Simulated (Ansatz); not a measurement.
Working through a ladder of methods at one geometry of CH5AlBF, SMILES FC[BH][AlH2]

Computed with Ansatz 0.2.0 through its Python package.

Contents of `ch5albf.xyz`:
```text
9

F    -0.85640    1.67790   -0.65420
C     0.37950    1.27230   -0.44340
B     0.38430   -0.30870   -0.52320
Al   -0.59090   -1.43130    0.83790
H     1.05860    1.68640   -1.23650
H     0.72390    1.62850    0.55670
H     1.11220   -0.85180   -1.31380
H    -0.56890   -3.01930    0.76770
H    -1.55370   -0.70030    1.99170
```

Run as a notebook:

```python
from pathlib import Path

import ansatz as az
import numpy as np
```

```python
ch5albf = az.Crystal.molecule_from_extxyz("ch5albf.xyz")
```

```python
setup = ch5albf.calculation().basis(gaussian="def2-SVP")
```

```python
print("functional    E (Ha)        dipole (D)   HOMO (eV)  LUMO (eV)")
for name in ["hf", "lda", "cam_b3lyp", "revpbe"]:
    rep = setup.functional(name).forces().orbitals().run(runs_dir="runs").report
    lines = Path(rep["orbitals_path"]).read_text().splitlines()
    field_of = lambda key: [line.split("=")[1].strip() for line in lines if line.startswith(key)]
    orbitals = [(27.211386 * float(e), s, float(n)) for e, s, n in zip(field_of("Ene="), field_of("Spin="), field_of("Occup="))]
    homo = max(e for e, _, n in orbitals if n > 0.5)
    lumo = min(e for e, _, n in orbitals if n < 0.5)
    dipole = 4.803205 * np.linalg.norm(rep["charge_distribution"]["dipole_moment_e_ang"])
    print(f"{name:10s} {rep['free_energy_ev'] / 27.211386246:14.6f} {dipole:9.3f} {homo:11.3f} {lumo:10.3f}")
```

    functional    E (Ha)        dipole (D)   HOMO (eV)  LUMO (eV)
    hf            -406.529211     2.205     -10.276      0.025
    lda           -405.546353     1.917      -6.163     -4.408
    cam_b3lyp     -407.870070     1.937      -8.691     -2.111
    revpbe        -407.823653     1.857      -6.076     -4.036

Reading the output:
- Total energies depend on the basis set; only differences at equal settings carry meaning.
- The geometry is a force-field or estimated start, not a minimum of this method, and the basis set is short of its limit. A lower total doesn't mark the better method: functionals have no common bound, and MP2 and coupled cluster aren't variational.
- Levels such as HOMO and LUMO are orbital energies: with these approximate functionals they aren't the ionisation energy and electron affinity, and their gap isn't the fundamental gap.
- Finished in 8.1 s on 1 thread of Intel(R) Xeon(R) Processor @ 2.30GHz, with other jobs on the host, peak memory 0.28 GiB.
